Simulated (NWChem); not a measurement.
# C2H3I (SMILES C=CI) at 5 levels

Aim: a comparison of 5 runs (HF/STO-3G, HF/3-21G, B3LYP/def2-SVP, M06-2X/def2-SVP, PBE0/def2-SVP) of C2H3I. 

The results are computed with NWChem 7.3.0.

4 further runs of the same task are left out: 2 that didn't finish, 2 set aside as unsound or not needed.

### Step 1. The system as given

C2H3I has 6 atoms, charge 0, and is taken as a singlet. SMILES: `C=CI`. The C2–I3 distance was set to 3.741 Å, away from the relaxed value. At this shape a bond of the SMILES string is far longer than usual.

Bond lengths: C1–C2 1.320 Å, C1–H4 1.083 Å, C1–H5 1.086 Å, C2–H6 1.082 Å. Angles: C1–C2–H6 123.5°, C2–C1–H4 122.8°, C2–C1–H5 119.6°, H4–C1–H5 117.7°. A long bond or contact: C2–I3 3.741 Å.

### Step 2. The energy at HF/STO-3G (run 1)

The input, job.nw:

```
start job
title "C2H3I energy"
memory stack 880 mb heap 220 mb global 1100 mb

geometry units bohr noautosym nocenter noautoz
C     -3.40211552     2.32655900    -1.17314387
C     -1.52025065     2.48274486     0.45557328
I      3.48569432    -2.45993209     1.15016291
H     -3.63986196     0.73939692    -2.44317210
H     -4.78656667     3.83735724    -1.26744120
H     -1.26126369     4.05762371     1.73446434
end

basis spherical bse
C library STO-3G
I library STO-3G
H library STO-3G
end

scf
thresh 1e-08
maxiter 80
end

task scf
```

Started as:

```console
nwchem job.nw > job.out
```

The log of the run:

```text
[...]
  functions       =    40
[...]
  wavefunction    = RHF
[...]
         Total SCF energy =  -6926.943323870964
      One-electron energy =  -9801.692862023139
      Two-electron energy =   2747.116307927013
 Nuclear repulsion energy =    127.633230225161
        Time for solution =      3.7s
[...]
```

Run time: 4.5 s. Hardware: 1 thread of Intel Xeon 6975P-C (Granite Rapids), shared host; peak memory 0.1 GiB.

### Step 3. A single-point energy at HF/3-21G (run 2)

The input, sp.nw:

```
start sp
memory stack 880 mb heap 220 mb global 1100 mb

geometry noautosym nocenter noautoz
 C       -1.800322       1.231162      -0.620801
 C       -0.804482       1.313812       0.241079
 I        1.844550      -1.301740       0.608640
 H       -1.926132       0.391272      -1.292871
 H       -2.532942       2.030642      -0.670701
 H       -0.667432       2.147202       0.917839
end

basis "ao basis" spherical bse
 * library 3-21G
end

scf
 thresh 1e-08
 maxiter 80
 print low
end

task scf energy
```

Started as:

```console
nwchem sp.nw > sp.out
```

The log of the run:

```text
[...]
  functions       =    55
[...]
  wavefunction    = RHF
[...]
         Total SCF energy =  -6964.167306042724
      One-electron energy =  -9835.395273444752
      Two-electron energy =   2743.594727948423
 Nuclear repulsion energy =    127.633239453606
        Time for solution =      3.2s
 Task  times  cpu:        3.3s     wall:        3.3s
[...]
```

Wall time 3.9 s (1 thread of Intel Xeon 6975P-C (Granite Rapids), shared host); peak memory 0.1 GiB.

Runs 3 to 4 aren't shown in full; the table further down has their settings and results.

### Step 4. A single-point energy at PBE0/def2-SVP (core potential) (run 5)

The input, struct.nw:

```
start struct
title "C2H3I energy"
memory total 2200 mb
charge 0

geometry noautosym nocenter noautoz
   C    -1.800322    1.231162   -0.620801
   C    -0.804482    1.313812    0.241079
   I     1.844550   -1.301740    0.608640
   H    -1.926132    0.391272   -1.292871
   H    -2.532942    2.030642   -0.670701
   H    -0.667432    2.147202    0.917839
end

basis spherical bse
   * library def2-SVP
end

ecp bse
   I library def2-SVP
end

dft
   xc pbe0
   grid xfine
   convergence energy 1e-08
   iterations 100
   mulliken
   print medium
end

task dft energy
```

Started as:

```console
nwchem struct.nw > struct.out
```

The log of the run:

```text
[...]
          Wavefunction type:  closed shell.
          No. of atoms     :     6
          No. of electrons :    40
[...]
          Charge           :     0
          Spin multiplicity:     1
[...]
          AO basis - number of functions:    69
[...]
              XC Information
              --------------
                         PBE0 Method XC Functional
                     Hartree-Fock (Exact) Exchange  0.250
          PerdewBurkeErnzerhof Exchange Functional  0.750
            Perdew 1991 LDA Correlation Functional  1.000 local
           PerdewBurkeErnz. Correlation Functional  1.000 non-local
[...]
 d= 0,ls=0.0,diis     1   -375.2339017131 -4.50D+02  5.20D-02  4.96D-01     1.5
[...]
 d= 0,ls=0.5,diis    97   -375.4056474637 -9.29D-09  2.93D-06  1.26D-08   117.9
         Total DFT energy =     -375.405647471035
      One electron energy =     -771.171581030171
           Coulomb energy =      354.418510520295
    Exchange-Corr. energy =      -33.874228959984
 Nuclear repulsion energy =       75.221651998826
[...]
      Total Density - Mulliken Population Analysis
     ---------------------------------------------
    Atom       Charge   Shell Charges
 -----------   ------   -------------------------------------------------------
    1 C    6     6.11   1.99  0.90  0.25  2.06  0.89  0.03
    2 C    6     6.03   1.99  0.96  0.35  1.84  0.88  0.02
    3 I   25    25.22   0.22  1.83  1.34  0.61  3.11  2.94  2.48  2.68  9.80  0.20
    4 H    1     0.88   0.72  0.13  0.03
    5 H    1     0.88   0.71  0.14  0.03
    6 H    1     0.88   0.71  0.14  0.03
[...]
```

It took 2 min on 1 thread of Intel Xeon 6975P-C (Granite Rapids), shared host; peak memory 0.14 GiB.

### Step 5. Overview of the runs

```
run                             level  iteration cap  module   energy (Eh)  dipole moment (D)  HOMO energy (eV)  LUMO energy (eV)  wall time
  1                         HF/STO-3G             80     scf  -6926.943324               5.13             -5.33             -0.12      4.5 s
  2                          HF/3-21G             80     scf  -6964.167306                  –                 –                 –      3.9 s
  3   B3LYP/def2-SVP (core potential)            100     dft   -375.600344               4.65                 –                 –       59 s
  4  M06-2X/def2-SVP (core potential)            100     dft   -375.359999               5.31             -7.98             -4.66    2.1 min
  5    PBE0/def2-SVP (core potential)            100     dft   -375.405647               4.89             -6.91             -5.24      2 min
```

### Step 6. What came out

| quantity | value |
| --- | --- |
| run 5: total energy | -375.40565 Eh |
| run 5: dipole moment | 4.89 D |
| run 5: HOMO energy | -6.91 eV |
| run 5: LUMO energy | -5.24 eV |
| run 5: HOMO–LUMO gap | 1.67 eV |

**Reading.** Over runs 1, 3, 4, 5 the dipole moment (its size) runs from 4.65 D (B3LYP/def2-SVP) to 5.31 D (M06-2X/def2-SVP). Over runs 1, 4, 5 the HOMO–LUMO gap runs from 1.67 eV (PBE0/def2-SVP) to 5.21 eV (HF/STO-3G). The two ends differ in method and basis and core potential. Totals of different functionals can't be ranked against each other. Some runs of one species differ in core potentials or relativity; totals across that change don't compare. In run 1 the basis is minimal, so the values are rough. In runs 1, 2, 3, 4, 5 a closed-shell determinant meets a far-stretched bond, which it describes badly. In runs 1, 2 relativity is left out where basis or elements ask for it. All runs together took 5.2 min, the longest 2.1 min.
